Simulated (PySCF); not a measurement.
**OsO2Cl2: other functionals and bases at one geometry**

Aim: see how levels, charges and forces of OsO2Cl2 depend on the level of theory. It is a constructed species; whether it can be made isn't addressed.

Method: several levels, as the steps say, no spin–orbit coupling; program: PySCF 2.14.0.

4 further runs of the same task are left out: 1 for a known fault of the program, 1 that didn't finish, 2 set aside as unsound or not needed.

**1. The starting structure**

5 atoms, charge 0, spin multiplicity 1.

Bond lengths: Os1–O2 1.708 Å, Os1–O3 1.708 Å, Os1–Cl4 2.281 Å, Os1–Cl5 2.281 Å. Angles: O2–Os1–O3 125.9°, O2–Os1–Cl4 109.5°, O2–Os1–Cl5 109.2°, O3–Os1–Cl4 109.2°, O3–Os1–Cl5 109.5°, Cl4–Os1–Cl5 86.4°.

Geometry (Å):

```csv
atom,x (Å),y (Å),z (Å)
Os1,0.2625,0.2625,0.0000
O2,1.4708,0.1520,1.2018
O3,0.1520,1.4708,-1.2018
Cl4,-1.7891,-0.0375,0.9517
Cl5,-0.0375,-1.7891,-0.9517
```

Formal oxidation states: Os +6. An earlier session relaxed this geometry at TPSS, Os def2-SVP with ECP60, O def2-SVP, Cl def2-SVP (singlet, point group C2v).

At TPSS on the finer grid: E = -1161.274229 Eh, HOMO -6.53 eV, LUMO -5.27 eV, Mulliken charge on Os1 +0.87 e, largest force component 0.014 eV/Å. 

Levels to run: wB97X; BP86; revPBE; B3LYP; TPSS, TZVP; TPSS, x2c-SVP. Hardware: 2 threads of Arm Neoverse V2, shared host.

**2. wB97X**

Contents of run.py (the lines that set the calculation):

```python
mol = gto.M(atom='''
Os     0.26246     0.26246     0.00000
O      1.47075     0.15199     1.20179
O      0.15199     1.47075    -1.20179
Cl    -1.78911    -0.03748     0.95174
Cl    -0.03748    -1.78911    -0.95174''',
    basis={'Os': 'def2-SVP', 'O': 'def2-SVP', 'Cl': 'def2-SVP'},
    ecp={'Os': 'def2-SVP'},
    charge=0, spin=0)
mf = dft.RKS(mol, xc='WB97X')
mf.grids.atom_grid = (75, 302)
mf = mf.density_fit()  # fitting sets: Os def2-universal-JKFIT, O def2-universal-JKFIT, Cl def2-universal-JKFIT
mf.conv_tol = 1e-08; mf.max_cycle = 55
mf.kernel(dm0)  # dm0: the density of the relaxed state
```

The run is started by

```bash
> OMP_NUM_THREADS=2 python run.py
```

The log of the run:

```text
init E= -1161.11442669512
  HOMO = -0.375947117546457  LUMO = -0.081793695312555  gap/eV = 8.00432
cycle= 1 E= -1161.12219752651  delta_E= -0.00777  |g|= 0.12  |ddm|= 0.273
  HOMO = -0.399921720527373  LUMO = -0.110815797770593  gap/eV = 7.86697
cycle= 2 E= -1161.1157278031  delta_E= 0.00647  |g|= 0.223  |ddm|= 0.265
  HOMO = -0.388042926694053  LUMO = -0.0960229340018833  gap/eV = 7.94627
cycle= 3 E= -1161.1252274102  delta_E= -0.0095  |g|= 0.0327  |ddm|= 0.168
  HOMO = -0.387664859331463  LUMO = -0.0925168382918581  gap/eV = 8.03139
cycle= 4 E= -1161.12544827244  delta_E= -0.000221  |g|= 0.0113  |ddm|= 0.0289
  HOMO = -0.388650597977149  LUMO = -0.0938382503076864  gap/eV = 8.02225
cycle= 5 E= -1161.12551598929  delta_E= -6.77e-05  |g|= 0.0022  |ddm|= 0.0245
  HOMO = -0.388716229332178  LUMO = -0.0938821857224968  gap/eV = 8.02284
cycle= 6 E= -1161.12552327253  delta_E= -7.28e-06  |g|= 0.00122  |ddm|= 0.00853
  HOMO = -0.388601707464767  LUMO = -0.0937549248997406  gap/eV = 8.02319
cycle= 7 E= -1161.12552530402  delta_E= -2.03e-06  |g|= 0.000269  |ddm|= 0.0059
  HOMO = -0.388596678240107  LUMO = -0.0937505583713517  gap/eV = 8.02317
cycle= 8 E= -1161.12552545632  delta_E= -1.52e-07  |g|= 0.000125  |ddm|= 0.00164
  HOMO = -0.388598174886447  LUMO = -0.0937525327540133  gap/eV = 8.02316
cycle= 9 E= -1161.12552548638  delta_E= -3.01e-08  |g|= 5.35e-05  |ddm|= 0.000748
  HOMO = -0.388597572500412  LUMO = -0.0937550699055144  gap/eV = 8.02307
cycle= 10 E= -1161.12552548914  delta_E= -2.76e-09  |g|= 7.55e-05  |ddm|= 0.000226
  HOMO = -0.388598140216625  LUMO = -0.0937569399135634  gap/eV = 8.02304
Extra cycle  E= -1161.12552548474  delta_E= 4.4e-09  |g|= 0.000178  |ddm|= 0.000162
converged SCF energy = -1161.12552548474
```

Wall time 4.9 s (2 threads of Arm Neoverse V2, shared host).

Result: E = -1161.125525 Eh, HOMO -10.57 eV, LUMO -2.55 eV, Mulliken charge on Os1 +0.97 e, largest force component 1.597 eV/Å. 

**3. BP86**

Changes to run.py (the lines that set the calculation) since step 2:

```diff
@@ -9,3 +9,3 @@
     charge=0, spin=0)
-mf = dft.RKS(mol, xc='WB97X')
+mf = dft.RKS(mol, xc='B88,P86')
 mf.grids.atom_grid = (75, 302)
```

The run is started by

```bash
> OMP_NUM_THREADS=2 python run.py
```

The log of the run:

```text
init E= -1161.44202644762
  HOMO = -0.241377779794632  LUMO = -0.200883459861278  gap/eV = 1.10191
cycle= 1 E= -1161.43876301131  delta_E= 0.00326  |g|= 0.145  |ddm|=  0.2
  HOMO = -0.214797033040146  LUMO = -0.177731483583188  gap/eV = 1.00860
cycle= 2 E= -1161.35294819578  delta_E= 0.0858  |g|= 0.669  |ddm|= 0.535
  HOMO = -0.235708201737724  LUMO = -0.19373769355822  gap/eV = 1.14208
cycle= 3 E= -1161.44246499517  delta_E= -0.0895  |g|= 0.0432  |ddm|= 0.437
  HOMO = -0.236693959919075  LUMO = -0.196231631806953  gap/eV = 1.10104
cycle= 4 E= -1161.44296875341  delta_E= -0.000504  |g|= 0.00638  |ddm|= 0.05
  HOMO = -0.236911705375708  LUMO = -0.196332295383672  gap/eV = 1.10422
cycle= 5 E= -1161.44297772942  delta_E= -8.98e-06  |g|= 0.00246  |ddm|= 0.00825
  HOMO = -0.236783875081276  LUMO = -0.196267103205401  gap/eV = 1.10252
cycle= 6 E= -1161.4429791088  delta_E= -1.38e-06  |g|= 0.000331  |ddm|= 0.00249
  HOMO = -0.236762557952268  LUMO = -0.196236467396371  gap/eV = 1.10277
cycle= 7 E= -1161.44297913972  delta_E= -3.09e-08  |g|= 0.000141  |ddm|= 0.000387
  HOMO = -0.236762899982883  LUMO = -0.196235705215919  gap/eV = 1.10280
cycle= 8 E= -1161.44297914038  delta_E= -6.6e-10  |g|= 0.000136  |ddm|= 0.000177
  HOMO = -0.236763761873037  LUMO = -0.196235432179246  gap/eV = 1.10283
cycle= 9 E= -1161.4429791442  delta_E= -3.82e-09  |g|= 1.34e-05  |ddm|= 0.000102
  HOMO = -0.236761736266768  LUMO = -0.196234847880654  gap/eV = 1.10279
Extra cycle  E= -1161.44297914334  delta_E= 8.66e-10  |g|= 6.69e-05  |ddm|= 5.63e-05
converged SCF energy = -1161.44297914334
```

Wall time 3.8 s (2 threads of Arm Neoverse V2, shared host).

Result: E = -1161.442979 Eh, HOMO -6.44 eV, LUMO -5.34 eV, Mulliken charge on Os1 +0.76 e, largest force component 0.120 eV/Å. 

**4. revPBE**

Changes to run.py (the lines that set the calculation) since step 3:

```diff
@@ -9,3 +9,3 @@
     charge=0, spin=0)
-mf = dft.RKS(mol, xc='B88,P86')
+mf = dft.RKS(mol, xc='PBE_R,PBE')
 mf.grids.atom_grid = (75, 302)
```

The run is started by

```bash
> OMP_NUM_THREADS=2 python run.py
```

The log of the run:

```text
init E= -1161.08321364197
  HOMO = -0.236428153536702  LUMO = -0.19554593166122  gap/eV = 1.11246
cycle= 1 E= -1161.07822515505  delta_E= 0.00499  |g|= 0.171  |ddm|= 0.187
  HOMO = -0.205024538560137  LUMO = -0.169239647417424  gap/eV = 0.97376
cycle= 2 E= -1160.96178859517  delta_E= 0.116  |g|= 0.78  |ddm|= 0.618
  HOMO = -0.229573618994576  LUMO = -0.187450422865942  gap/eV = 1.14623
cycle= 3 E= -1161.08347473451  delta_E= -0.122  |g|= 0.0437  |ddm|= 0.508
  HOMO = -0.23092346196674  LUMO = -0.190562818538786  gap/eV = 1.09827
cycle= 4 E= -1161.08392856286  delta_E= -0.000454  |g|= 0.013  |ddm|= 0.0581
  HOMO = -0.231067361652192  LUMO = -0.190304840397517  gap/eV = 1.10920
cycle= 5 E= -1161.08397767243  delta_E= -4.91e-05  |g|= 0.00388  |ddm|= 0.0182
  HOMO = -0.230876345087835  LUMO = -0.190206815256263  gap/eV = 1.10667
cycle= 6 E= -1161.0839811789  delta_E= -3.51e-06  |g|= 0.000308  |ddm|= 0.00364
  HOMO = -0.230858990736079  LUMO = -0.190184158823509  gap/eV = 1.10682
cycle= 7 E= -1161.08398119852  delta_E= -1.96e-08  |g|= 0.000111  |ddm|= 0.000294
  HOMO = -0.230859980743693  LUMO = -0.190184968999113  gap/eV = 1.10682
cycle= 8 E= -1161.08398119577  delta_E= 2.75e-09  |g|= 0.000161  |ddm|= 0.000172
  HOMO = -0.23086062268216  LUMO = -0.190185568762946  gap/eV = 1.10682
cycle= 9 E= -1161.08398120097  delta_E= -5.2e-09  |g|= 1.63e-05  |ddm|= 0.000111
  HOMO = -0.230857806626653  LUMO = -0.190183874403985  gap/eV = 1.10679
Extra cycle  E= -1161.08398119976  delta_E= 1.21e-09  |g|= 8.04e-05  |ddm|= 6.23e-05
converged SCF energy = -1161.08398119976
```

Wall time 3.8 s (2 threads of Arm Neoverse V2, shared host).

Result: E = -1161.083981 Eh, HOMO -6.28 eV, LUMO -5.18 eV, Mulliken charge on Os1 +0.79 e, largest force component 0.177 eV/Å. 

**5. B3LYP**

Changes to run.py (the lines that set the calculation) since step 4:

```diff
@@ -9,3 +9,3 @@
     charge=0, spin=0)
-mf = dft.RKS(mol, xc='PBE_R,PBE')
+mf = dft.RKS(mol, xc='B3LYP')
 mf.grids.atom_grid = (75, 302)
```

The run is started by

```bash
> OMP_NUM_THREADS=2 python run.py
```

The log of the run:

```text
init E= -1161.23112062153
  HOMO = -0.278802782028742  LUMO = -0.170473611659067  gap/eV = 2.94779
cycle= 1 E= -1161.23058965182  delta_E= 0.000531  |g|= 0.114  |ddm|= 0.189
  HOMO = -0.293964247278873  LUMO = -0.182979076175619  gap/eV = 3.02006
cycle= 2 E= -1161.19772330988  delta_E= 0.0329  |g|= 0.432  |ddm|= 0.35
  HOMO = -0.282503455606744  LUMO = -0.174412757958856  gap/eV = 2.94130
cycle= 3 E= -1161.23302230582  delta_E= -0.0353  |g|= 0.0187  |ddm|= 0.272
  HOMO = -0.28219410841664  LUMO = -0.172742843285114  gap/eV = 2.97832
cycle= 4 E= -1161.23310474891  delta_E= -8.24e-05  |g|= 0.00752  |ddm|= 0.028
  HOMO = -0.282671240437866  LUMO = -0.173526108215033  gap/eV = 2.96999
cycle= 5 E= -1161.23312049626  delta_E= -1.57e-05  |g|= 0.000834  |ddm|= 0.00818
  HOMO = -0.282550449165179  LUMO = -0.173418067610665  gap/eV = 2.96964
cycle= 6 E= -1161.23312070407  delta_E= -2.08e-07  |g|= 0.000248  |ddm|= 0.00143
  HOMO = -0.282563642456175  LUMO = -0.173427167818783  gap/eV = 2.96975
cycle= 7 E= -1161.23312072164  delta_E= -1.76e-08  |g|= 9.27e-05  |ddm|= 0.000347
  HOMO = -0.282563744498474  LUMO = -0.173425382419128  gap/eV = 2.96981
cycle= 8 E= -1161.23312071953  delta_E= 2.11e-09  |g|= 0.000149  |ddm|= 0.000168
  HOMO = -0.282563486137545  LUMO = -0.173424755073096  gap/eV = 2.96982
cycle= 9 E= -1161.23312072394  delta_E= -4.41e-09  |g|= 2.11e-05  |ddm|= 0.000109
  HOMO = -0.282561919613285  LUMO = -0.17342564704705  gap/eV = 2.96975
Extra cycle  E= -1161.23312072278  delta_E= 1.15e-09  |g|= 7.95e-05  |ddm|= 7.55e-05
converged SCF energy = -1161.23312072278
```

Run time: 3.7 s. Hardware: 2 threads of Arm Neoverse V2, shared host.

Result: E = -1161.233121 Eh, HOMO -7.69 eV, LUMO -4.72 eV, Mulliken charge on Os1 +0.89 e, largest force component 0.557 eV/Å. 

**6. TPSS, TZVP**

Basis: Os def2-TZVP with ECP60, O def2-TZVP, Cl def2-TZVP. 

Contents of run.py (the lines that set the calculation):

```python
mol = gto.M(atom='''
Os     0.26246     0.26246     0.00000
O      1.47075     0.15199     1.20179
O      0.15199     1.47075    -1.20179
Cl    -1.78911    -0.03748     0.95174
Cl    -0.03748    -1.78911    -0.95174''',
    basis={'Os': 'def2-TZVP', 'O': 'def2-TZVP', 'Cl': 'def2-TZVP'},
    ecp={'Os': 'def2-TZVP'},
    charge=0, spin=0)
mf = dft.RKS(mol, xc='TPSS')
mf.grids.atom_grid = (75, 302)
mf = mf.density_fit()  # fitting sets: Os def2-universal-JKFIT, O def2-universal-JKFIT, Cl def2-universal-JKFIT
mf.conv_tol = 1e-08; mf.max_cycle = 55
mf.kernel(dm0)  # dm0: free metal ions and neutral atoms
```

The run is started by

```bash
> OMP_NUM_THREADS=2 python run.py
```

The log of the run:

```text
init E= -1185.07794320936
  HOMO = -0.164862032315817  LUMO = -0.14635847756689  gap/eV = 0.50351
cycle= 1 E= -1156.26784544444  delta_E= 28.8  |g|= 4.97  |ddm|= 3.95
  HOMO = -0.344277525820468  LUMO = -0.320519650862229  gap/eV = 0.64648
cycle= 2 E= -1066.5747173138  delta_E= 89.7  |g|= 13.9  |ddm|= 8.43
  HOMO = -0.0232834537893828  LUMO = 0.00618907162607071  gap/eV = 0.80199
cycle= 3 E= -1158.84760609322  delta_E= -92.3  |g|= 3.62  |ddm|=  6.9
  HOMO = -0.120238889594297  LUMO = -0.111672569004979  gap/eV = 0.23310
cycle= 4 E= -1149.83561027976  delta_E= 9.01  |g|= 6.34  |ddm|= 8.69
  HOMO = -0.244186475071844  LUMO = -0.188552393145615  gap/eV = 1.51388
cycle= 5 E= -1161.7915702105  delta_E=  -12  |g|= 0.189  |ddm|= 7.76
  HOMO = -0.250667832516093  LUMO = -0.203676962574203  gap/eV = 1.27869
cycle= 6 E= -1161.79386434353  delta_E= -0.00229  |g|= 0.142  |ddm|= 0.279
  HOMO = -0.24266226640071  LUMO = -0.193668537272511  gap/eV = 1.33319
cycle= 7 E= -1161.79740488745  delta_E= -0.00354  |g|= 0.0672  |ddm|= 0.108
  HOMO = -0.242888901909331  LUMO = -0.195061074246487  gap/eV = 1.30146
cycle= 8 E= -1161.79795398535  delta_E= -0.000549  |g|= 0.0443  |ddm|= 0.0333
  HOMO = -0.242164775366647  LUMO = -0.195074667505008  gap/eV = 1.28139
cycle= 9 E= -1161.79828704439  delta_E= -0.000333  |g|= 0.013  |ddm|= 0.0198
  HOMO = -0.241361007626014  LUMO = -0.193893792080005  gap/eV = 1.29165
cycle= 10 E= -1161.79829095635  delta_E= -3.91e-06  |g|= 0.0109  |ddm|= 0.0133
  HOMO = -0.24153001273514  LUMO = -0.194321754455602  gap/eV = 1.28460
cycle= 11 E= -1161.7983183524  delta_E= -2.74e-05  |g|= 0.00184  |ddm|= 0.00839
  HOMO = -0.241385869307387  LUMO = -0.194162318051164  gap/eV = 1.28502
cycle= 12 E= -1161.79831903891  delta_E= -6.87e-07  |g|= 0.000425  |ddm|= 0.00135
  HOMO = -0.241396197766291  LUMO = -0.194193970201123  gap/eV = 1.28444
cycle= 13 E= -1161.79831908283  delta_E= -4.39e-08  |g|= 4.35e-05  |ddm|= 0.000366
  HOMO = -0.241396737130213  LUMO = -0.194192943091005  gap/eV = 1.28448
cycle= 14 E= -1161.79831908338  delta_E= -5.5e-10  |g|= 1.07e-05  |ddm|= 4.99e-05
  HOMO = -0.241396493192966  LUMO = -0.194191361230586  gap/eV = 1.28452
Extra cycle  E= -1161.79831908295  delta_E= 4.32e-10  |g|= 4.83e-05  |ddm|= 3.16e-05
converged SCF energy = -1161.79831908295
```

Wall time 18 s (2 threads of Arm Neoverse V2, shared host).

Result: E = -1161.798319 Eh, HOMO -6.57 eV, LUMO -5.28 eV, Mulliken charge on Os1 +1.17 e, largest force component 0.386 eV/Å. 

**7. TPSS, x2c-SVP**

Basis: Os x2c-SVPall, O x2c-SVPall, Cl x2c-SVPall. All electrons are treated, with the spin-free X2C Hamiltonian.

Contents of run.py (the lines that set the calculation):

```python
mol = gto.M(atom='''
Os     0.26246     0.26246     0.00000
O      1.47075     0.15199     1.20179
O      0.15199     1.47075    -1.20179
Cl    -1.78911    -0.03748     0.95174
Cl    -0.03748    -1.78911    -0.95174''',
    basis={'Os': 'x2c-SVPall', 'O': 'x2c-SVPall', 'Cl': 'x2c-SVPall'},
    nucmod='G',
    charge=0, spin=0)
mf = dft.RKS(mol, xc='TPSS')
mf.grids.atom_grid = (99, 590)
mf = mf.density_fit()  # fitting sets: Os AutoAux, O AutoAux, Cl AutoAux
mf = mf.sfx2c1e()
mf.conv_tol = 1e-08; mf.max_cycle = 55
mf.kernel(dm0)  # dm0: free metal ions and neutral atoms
```

The run is started by

```bash
> OMP_NUM_THREADS=2 python run.py
```

The log of the run:

```text
init E= -18352.3709636396
  HOMO = -0.151407423338353  LUMO = -0.132030810308512  gap/eV = 0.52726
cycle= 1 E= -18321.7898557284  delta_E= 30.6  |g|= 4.44  |ddm|= 5.18
  HOMO = -0.148302640140601  LUMO = -0.14040470406917  gap/eV = 0.21491
cycle= 2 E= -18233.9224081033  delta_E= 87.9  |g|= 11.5  |ddm|= 19.3
  HOMO = -0.0336371876670913  LUMO = -0.00131015044766702  gap/eV = 0.87966
cycle= 3 E= -18324.8842103987  delta_E=  -91  |g|= 3.29  |ddm|= 17.8
  HOMO = -0.103321907911521  LUMO = -0.0959159592031185  gap/eV = 0.20153
cycle= 4 E= -18316.0141292557  delta_E= 8.87  |g|=  6.1  |ddm|= 10.5
  HOMO = -0.248392512546252  LUMO = -0.200465311810576  gap/eV = 1.30417
cycle= 5 E= -18327.6557306498  delta_E= -11.6  |g|= 0.295  |ddm|= 9.43
  HOMO = -0.256512526049423  LUMO = -0.213587958122031  gap/eV = 1.16804
cycle= 6 E= -18327.669657027  delta_E= -0.0139  |g|= 0.185  |ddm|= 0.443
  HOMO = -0.248235146022627  LUMO = -0.20280761377806  gap/eV = 1.23615
cycle= 7 E= -18327.6732937639  delta_E= -0.00364  |g|= 0.131  |ddm|= 0.145
  HOMO = -0.24749582263406  LUMO = -0.201348348271638  gap/eV = 1.25574
cycle= 8 E= -18327.6747767432  delta_E= -0.00148  |g|= 0.0952  |ddm|= 0.0462
  HOMO = -0.248121834645826  LUMO = -0.204032498181088  gap/eV = 1.19973
cycle= 9 E= -18327.6759351576  delta_E= -0.00116  |g|= 0.0544  |ddm|= 0.0479
  HOMO = -0.244877919943079  LUMO = -0.200744828067831  gap/eV = 1.20092
cycle= 10 E= -18327.6764802245  delta_E= -0.000545  |g|= 0.013  |ddm|= 0.038
  HOMO = -0.24500309028912  LUMO = -0.20097597057107  gap/eV = 1.19804
cycle= 11 E= -18327.6765158496  delta_E= -3.56e-05  |g|= 0.00204  |ddm|= 0.0153
  HOMO = -0.244995491908877  LUMO = -0.20093258383397  gap/eV = 1.19901
cycle= 12 E= -18327.6765167318  delta_E= -8.82e-07  |g|= 0.000362  |ddm|= 0.00199
  HOMO = -0.24501168548953  LUMO = -0.200948221415433  gap/eV = 1.19903
cycle= 13 E= -18327.6765166859  delta_E= 4.59e-08  |g|= 0.000598  |ddm|= 0.000548
  HOMO = -0.245014916767083  LUMO = -0.200950855754924  gap/eV = 1.19904
cycle= 14 E= -18327.6765167587  delta_E= -7.27e-08  |g|= 4.52e-05  |ddm|= 0.000403
  HOMO = -0.245016437851403  LUMO = -0.20095304711357  gap/eV = 1.19903
cycle= 15 E= -18327.6765167593  delta_E= -6.11e-10  |g|= 6.59e-06  |ddm|= 5.48e-05
  HOMO = -0.24501537739888  LUMO = -0.200952592881092  gap/eV = 1.19901
Extra cycle  E= -18327.6765167591  delta_E= 1.89e-10  |g|= 3.18e-05  |ddm|= 2.43e-05
converged SCF energy = -18327.6765167591
```

Run time: 34 s. Hardware: 2 threads of Arm Neoverse V2, shared host.

Result: E = -18327.676517 Eh, HOMO -6.67 eV, LUMO -5.47 eV, Mulliken charge on Os1 +0.54 e, largest force component 0.538 eV/Å. 

**8. All levels side by side**

| level | state | HOMO (eV) | gap (eV) | charge on Os1 (e) | dipole (D) | largest force (eV/Å) | basis functions | time |
| --- | --- | --- | --- | --- | --- | --- | --- | --- |
| TPSS (relaxed here) | singlet | -6.53 | 1.27 | 0.87 | 0.36 | 0.01 | 96 | 20 s |
| wB97X | singlet | -10.57 | 8.02 | 0.97 | 0.58 | 1.60 | 96 | 4.9 s |
| BP86 | singlet | -6.44 | 1.10 | 0.76 | 0.16 | 0.12 | 96 | 3.8 s |
| revPBE | singlet | -6.28 | 1.11 | 0.79 | 0.25 | 0.18 | 96 | 3.8 s |
| B3LYP | singlet | -7.69 | 2.97 | 0.89 | 0.18 | 0.56 | 96 | 3.7 s |
| TPSS, TZVP | singlet | -6.57 | 1.28 | 1.17 | 0.43 | 0.39 | 176 | 18 s |
| TPSS, x2c-SVP | singlet | -6.67 | 1.20 | 0.54 | 0.11 | 0.54 | 130 | 34 s |

Times are on 2 threads of Arm Neoverse V2, shared host; the first row also made further properties.

In one basis the HOMO–LUMO gap runs from 1.10 eV (BP86) to 8.02 eV (wB97X). The largest leftover force, 1.60 eV/Å with wB97X, stands at a geometry relaxed at another level. The Mulliken charge on Os spans +0.54 to +1.17 e over the levels. Total energies of different levels can't be compared. Spin–orbit coupling is left out throughout.
